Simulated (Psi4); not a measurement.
# doublet CsI+ at 5 levels

We compute a comparison of 5 runs (U-wB97M-V/def2-TZVP, UB2PLYP/def2-TZVP, UCAM-B3LYP/def2-TZVP, UM06-2X/def2-TZVP, UPBE0/def2-TZVP) of doublet CsI+. 

The results are computed with Psi4 1.11.

2 further runs of the same task are left out: 2 that didn't finish.

### Step 1. The structure to begin with

The species is CsI+ (2 atoms), meant as a doublet with charge +1. As SMILES of the parent species, `[I][Cs]`. The bond length is the one measured for the parent species. That shape belongs to the parent species and isn't relaxed for this state.

Bond lengths: I1–Cs2 3.315 Å.

### Step 2. The energy at U-wB97M-V/def2-TZVP (core potential) (run 1)

input.inp reads:

```
memory 1600 MB

molecule system {
  1 2
  I      0.00000000     0.00000000     0.00000000
  Cs     0.00000000     0.00000000     6.26480493
  units bohr
  symmetry c1
}

set globals {
  basis def2-TZVP
  reference uks
  puream true
  e_convergence 1e-09
  d_convergence 1e-08
  scf_type pk
  dft_radial_points 99
  dft_spherical_points 590
  maxiter 100
}

energy("wb97m-v")
```

Run with:

```sh
$ psi4 input.inp input.out -n 1
```

input.out:

```text
[...]
    !!!  WARNING: ECP capability is in beta. Please check occupations closely.  !!!
[...]
  Running in c1 symmetry.
[...]
  Nuclear repulsion =   35.914925127604889
[...]
  Multiplicity = 2
[...]
  Nalpha       = 17
  Nbeta        = 16
[...]
    Number of basis functions: 79
[...]
   @UKS iter   1:  -317.46521290036554   -2.92282e+00   7.78505e-03 DIIS/ADIIS
[...]
   @UKS iter  88:  -317.59132786797068   -2.16517e-10   8.11273e-09 DIIS
[...]
   @S^2 Observed:                7.525625998E-01
[...]
  @UKS Final Energy:  -317.59132786797068
   => Energetics <=
    Nuclear Repulsion Energy =             35.9149251276048886
    One-Electron Energy =                -616.9593263046995162
    Two-Electron Energy =                 280.6544908301268038
    DFT Exchange-Correlation Energy =     -17.3289653871553568
    Empirical Dispersion Energy =           0.0000000000000000
    VV10 Nonlocal Energy =                  0.1275478661525188
    Total Energy =                       -317.5913278679706764
[...]
 Multipole Moments:
 ------------------------------------------------------------------------------------
     Multipole            Electronic (a.u.)      Nuclear  (a.u.)        Total (a.u.)
 ------------------------------------------------------------------------------------
 L = 1.  Multiply by 2.5417464519 to convert [e a0] to [Debye]
 Dipole X            :          0.0000000            0.0000000            0.0000000
 Dipole Y            :          0.0000000            0.0000000            0.0000000
 Dipole Z            :         54.8752598          -52.5783704            2.2968894
 Magnitude           :                                                    2.2968894
[...]
```

It took 85 s on 1 thread of AMD EPYC 9R45 (Zen 5), shared host; peak memory 0.8 GiB.

### Step 3. The energy at UB2PLYP/def2-TZVP (core potential, density fitting for correlation) (run 2)

csi.py reads:

```python
import psi4

psi4.set_memory(1600000000)
psi4.set_num_threads(1)
psi4.core.set_output_file('csi.out', False)

m = psi4.geometry("""
1 2
I      0.000000     0.000000     0.000000
Cs     0.000000     0.000000     3.315192
symmetry c1
""")

psi4.set_options({
    'reference': 'uks',
    'puream': True,
    'e_convergence': 1e-09,
    'd_convergence': 1e-08,
    'scf_type': 'pk',
    'dft_radial_points': 99,
    'dft_spherical_points': 590,
    'num_frozen_docc': 4,
    'maxiter': 100,
})

E = psi4.energy('b2plyp/def2-TZVP')
print('E =', round(E, 9))
for k, v in sorted(psi4.core.scalar_variables().items()):
    print(f'{k:45s} {v:18.10f}')
```

Run with:

```sh
$ python csi.py
```

csi.out:

```text
[...]
    !!!  WARNING: ECP capability is in beta. Please check occupations closely.  !!!
[...]
  Running in c1 symmetry.
[...]
  Nuclear repulsion =   35.914925108636247
[...]
  Multiplicity = 2
[...]
  Nalpha       = 17
  Nbeta        = 16
[...]
    Number of basis functions: 79
[...]
   @UKS iter   1:  -317.12831017180963   -2.79292e+00   7.57751e-03 DIIS/ADIIS
[...]
   @UKS iter  10:  -317.25118923477947   -9.66338e-12   6.67863e-09 DIIS
[...]
   @S^2 Observed:                7.544500341E-01
[...]
  @UKS Final Energy:  -317.25118923477947
   => Energetics <=
    Nuclear Repulsion Energy =             35.9149251086362469
    One-Electron Energy =                -616.8875120623831663
    Two-Electron Energy =                 275.8619720947603469
    DFT Exchange-Correlation Energy =     -12.1405743757928857
    Empirical Dispersion Energy =           0.0000000000000000
    VV10 Nonlocal Energy =                  0.0000000000000000
    Total Energy =                       -317.2511892347794742
[...]
 Multipole Moments:
 ------------------------------------------------------------------------------------
     Multipole            Electronic (a.u.)      Nuclear  (a.u.)        Total (a.u.)
 ------------------------------------------------------------------------------------
 L = 1.  Multiply by 2.5417464519 to convert [e a0] to [Debye]
 Dipole X            :         -0.0000000            0.0000000           -0.0000000
 Dipole Y            :         -0.0000001            0.0000000           -0.0000001
 Dipole Z            :         54.8848078          -52.5783704            2.3064373
 Magnitude           :                                                    2.3064373
[...]
```

On the terminal:

```text
E = -317.42783231
B2PLYP DOUBLE-HYBRID CORRECTION ENERGY             -0.1766430754
B2PLYP TOTAL ENERGY                              -317.4278323102
CURRENT ENERGY                                   -317.4278323102
CURRENT REFERENCE ENERGY                         -317.2511892348
DD SOLVATION ENERGY                                 0.0000000000
DFT FUNCTIONAL TOTAL ENERGY                      -317.2511892348
DFT TOTAL ENERGY                                 -317.4278323102
DFT VV10 ENERGY                                     0.0000000000
DFT XC ENERGY                                     -12.1405743758
DOUBLE-HYBRID CORRECTION ENERGY                    -0.1766430754
GRID ELECTRONS ALPHA                               16.9999986775
GRID ELECTRONS BETA                                15.9999988811
GRID ELECTRONS TOTAL                               32.9999975586
NUCLEAR REPULSION ENERGY                           35.9149251086
ONE-ELECTRON ENERGY                              -616.8875120624
PCM POLARIZATION ENERGY                             0.0000000000
PE ENERGY                                           0.0000000000
SCF ITERATION ENERGY                             -317.2511892348
SCF ITERATIONS                                     10.0000000000
SCF TOTAL ENERGY                                 -317.2511892348
TWO-ELECTRON ENERGY                               275.8619720948
XC GRID RADIAL POINTS                              99.0000000000
XC GRID SPHERICAL POINTS                          590.0000000000
XC GRID TOTAL POINTS                           110935.0000000000
```

Run time: 5.4 s. Hardware: 1 thread of AMD EPYC 9R45 (Zen 5), shared host; peak memory 0.47 GiB.

Runs 3 to 4 aren't shown in full; the table further down has their settings and results.

### Step 4. Energy and forces at UPBE0/def2-TZVP (core potential) (run 5)

input.json reads:

```json
{
  "schema_name": "qcschema_input",
  "schema_version": 1,
  "molecule": {
    "schema_name": "qcschema_molecule",
    "schema_version": 2,
    "symbols": ["I", "Cs"],
    "geometry": [0.0, 0.0, 0.0, 0.0, 0.0, 6.26480493],
    "molecular_charge": 1,
    "molecular_multiplicity": 2,
    "fix_symmetry": "c1",
    "fix_com": true,
    "fix_orientation": true
  },
  "driver": "gradient",
  "model": {
    "method": "pbe0",
    "basis": "def2-TZVP"
  },
  "keywords": {
    "reference": "uks",
    "puream": true,
    "e_convergence": 1e-09,
    "d_convergence": 1e-08,
    "scf_type": "pk",
    "dft_radial_points": 99,
    "dft_spherical_points": 590,
    "maxiter": 100,
    "scf_properties": ["WIBERG_LOWDIN_INDICES", "MAYER_INDICES", "MULLIKEN_CHARGES"]
  }
}
```

Run with:

```sh
$ psi4 --qcschema input.json -n 1 --memory 1600MB
```

stdout:

```text
[...]
    !!!  WARNING: ECP capability is in beta. Please check occupations closely.  !!!
[...]
  Running in c1 symmetry.
[...]
  Nuclear repulsion =   35.914925127604889
[...]
  Multiplicity = 2
[...]
  Nalpha       = 17
  Nbeta        = 16
[...]
    Number of basis functions: 79
[...]
   @UKS iter   1:  -317.53137307431143   -2.48444e+00   8.49266e-03 ADIIS/DIIS
[...]
   @UKS iter  10:  -317.68700402458319   -6.02540e-12   5.48909e-09 DIIS
[...]
   @S^2 Observed:                7.534118281E-01
[...]
  @UKS Final Energy:  -317.68700402458319
   => Energetics <=
    Nuclear Repulsion Energy =             35.9149251276048886
    One-Electron Energy =                -616.9595731073126217
    Two-Electron Energy =                 282.6434643691420092
    DFT Exchange-Correlation Energy =     -19.2858204140174756
    Empirical Dispersion Energy =           0.0000000000000000
    VV10 Nonlocal Energy =                  0.0000000000000000
    Total Energy =                       -317.6870040245831888
[...]
  Mulliken Charges: (a.u.)
   Center  Symbol    Alpha    Beta     Spin     Total
       1     I    12.97030 11.96899  1.00130  0.06071
       2    CS     4.02970  4.03101 -0.00130  0.93929
   Total alpha = 17.00000, Total beta = 16.00000, Total charge =  1.00000
  Mayer Bond Indices:
  Total Bond Index:
  Irrep: 1 Size: 2 x 2
                 1                   2
[...]
  -Total Gradient:
     Atom            X                  Y                   Z
    ------   -----------------  -----------------  -----------------
       1        0.000000001211     0.000000030872     0.022557404017
       2       -0.000000001213    -0.000000030873    -0.022564676041
[...]
```

The result, in JSON:

```text
{
 "driver": "gradient",
 "model": {
  "method": "pbe0",
  "basis": "def2-TZVP"
 },
 "success": true,
 "return_result": [1.2114089789580383e-09, 3.0872487739967314e-08, 0.02255740401743677, -1.2129775492075599e-09, -3.087266193077402e-08, -0.022564676040795702],
 "properties": {
  "calcinfo_nbasis": 79,
  "calcinfo_nmo": 79,
  "calcinfo_nalpha": 17,
  "calcinfo_nbeta": 16,
  "calcinfo_natom": 2,
  "nuclear_repulsion_energy": 35.91492512760489,
  "return_energy": -317.6870040245832,
  "return_gradient": [1.2114089789580383e-09, 3.0872487739967314e-08, 0.02255740401743677, -1.2129775492075599e-09, -3.087266193077402e-08, -0.022564676040795702],
  "scf_one_electron_energy": -616.9595731073126,
  "scf_two_electron_energy": 282.643464369142,
  "scf_xc_energy": -19.285820414017476,
  "scf_dipole_moment": [5.17793628016534e-09, 5.089071910887765e-07, 5.453309891413312],
  "scf_total_energy": -317.6870040245832,
  "scf_total_gradient": [1.2114089789580383e-09, 3.0872487739967314e-08, 0.02255740401743677, -1.2129775492075599e-09, -3.087266193077402e-08, -0.022564676040795702],
  "scf_iterations": 10
 }
}
```

Run time: 9 s. Hardware: 1 thread of AMD EPYC 9R45 (Zen 5), shared host; peak memory 0.47 GiB.

### Step 5. All runs side by side

```
run                                                                level  frozen core orbitals  fitting correlation  energy (Eh)  HOMO energy (eV)  LUMO energy (eV)   ⟨S²⟩  wall time
  1                                 U-wB97M-V/def2-TZVP (core potential)                     0                    –  -317.591328            -14.26             -7.57  0.753       85 s
  2  UB2PLYP/def2-TZVP (core potential, density fitting for correlation)                     4      density fitting  -317.427832            -13.00             -8.28  0.754      5.4 s
  3                                UCAM-B3LYP/def2-TZVP (core potential)                     0                    –  -317.648811            -13.40             -8.64  0.753      6.3 s
  4                                   UM06-2X/def2-TZVP (core potential)                     0                    –  -317.543529            -13.16             -8.46  0.755       15 s
  5                                     UPBE0/def2-TZVP (core potential)                     0                    –  -317.687004            -12.11             -9.75  0.753        9 s
```

### Step 6. Results

| quantity | value |
| --- | --- |
| run 5: total energy | -317.68700 Eh |
| run 5: HOMO energy (highest over α and β) | -12.11 eV |
| run 5: LUMO energy (lowest over α and β) | -9.75 eV |
| run 5: ⟨S²⟩ | 0.753 |
| run 5: largest force on an atom | 1.160 eV/Å |

What this shows: Totals of different functionals can't be ranked against each other. All runs together took 2 min, the longest 85 s.
